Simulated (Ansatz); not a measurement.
Born–Oppenheimer molecular dynamics of a periodic cell of 16 atoms, Li (start crystal Li, start structure bcc, volume 1.05 times the crystal's). It goes on from the last frame of an earlier run, with new velocities.

These are results of DFT PBEsol, scalar-relativistic, plane waves, PAW in Ansatz, not measurements. Settings: accuracy low, cutoff 420 eV, k mesh 3x3x3, fermi-dirac smearing 0.16 eV, no spin polarisation.

* ensemble: NVE (velocity Verlet)
* time step: 1 fs
* steps asked: 140
* starting velocities drawn for: 1080 K
* seed: 899986

First frame:

```xyz
16
Lattice="7.0944 0.0000 0.0000 0.0000 7.0944 0.0000 0.0000 0.0000 7.0944" Properties=species:S:1:pos:R:3
Li 0.591 -0.835 -0.114
Li 3.267 -0.795 -0.352
Li -0.443 3.632 -0.280
Li 0.293 -0.138 3.438
Li 2.050 1.492 1.431
Li 3.848 3.425 -0.512
Li 2.974 0.639 4.307
Li 5.120 0.013 1.854
Li 0.195 3.707 2.341
Li 2.647 5.630 2.533
Li 0.858 2.267 4.960
Li 3.767 3.250 3.746
Li 5.323 4.829 2.012
Li 5.598 1.001 5.646
Li 1.337 4.351 4.972
Li 5.358 5.365 4.968
```

**Question.** What does the run give?

**Answer.** The run went to its last step.

```yaml
steps_done: 140
time_covered: 140 fs
mean_temperature_over_the_second_half: 988 K
spread_of_the_potential_energy_over_the_second_half: 10.6 meV per atom
mean_potential_energy_of_the_second_half_above_the_start: 11.1 meV per atom
```

The conserved energy stayed within 0.037 meV per atom of its start (net change -0.0077 meV per atom), so the integration is sound. A run of 0.14 ps of so small a system gives no equilibrium averages. Limits of this set-up: coarse k mesh, low accuracy level.

**Question.** What happens to the structure?

**Answer.** Mean squared displacements from the first frame to the last, about the centre of mass: Li 2.06 Å². This is one draw of velocities; another would differ in detail.

**Question.** How do temperature and energy run in time?

**Answer.** 
| time (fs) | T (K) | potential energy less start (eV) | conserved less start (meV/atom) |
| --- | --- | --- | --- |
| 0.0 | 1080 | 0.000 | 0.00 |
| 11.0 | 998 | 0.159 | 0.00 |
| 22.0 | 969 | 0.216 | 0.01 |
| 33.0 | 1028 | 0.100 | 0.01 |
| 44.0 | 1193 | -0.220 | 0.00 |
| 55.0 | 1266 | -0.362 | -0.01 |
| 66.0 | 1098 | -0.035 | -0.01 |
| 77.0 | 876 | 0.397 | 0.04 |
| 88.0 | 1045 | 0.068 | -0.01 |
| 99.0 | 1107 | -0.052 | -0.02 |
| 110.0 | 899 | 0.351 | 0.03 |
| 121.0 | 913 | 0.324 | 0.02 |
| 132.0 | 1059 | 0.041 | -0.01 |

Run time: 16 min on 1 thread of Intel(R) Xeon(R) Platinum 8488C (Sapphire Rapids), with other jobs on the host, peak memory 0.65 GiB.
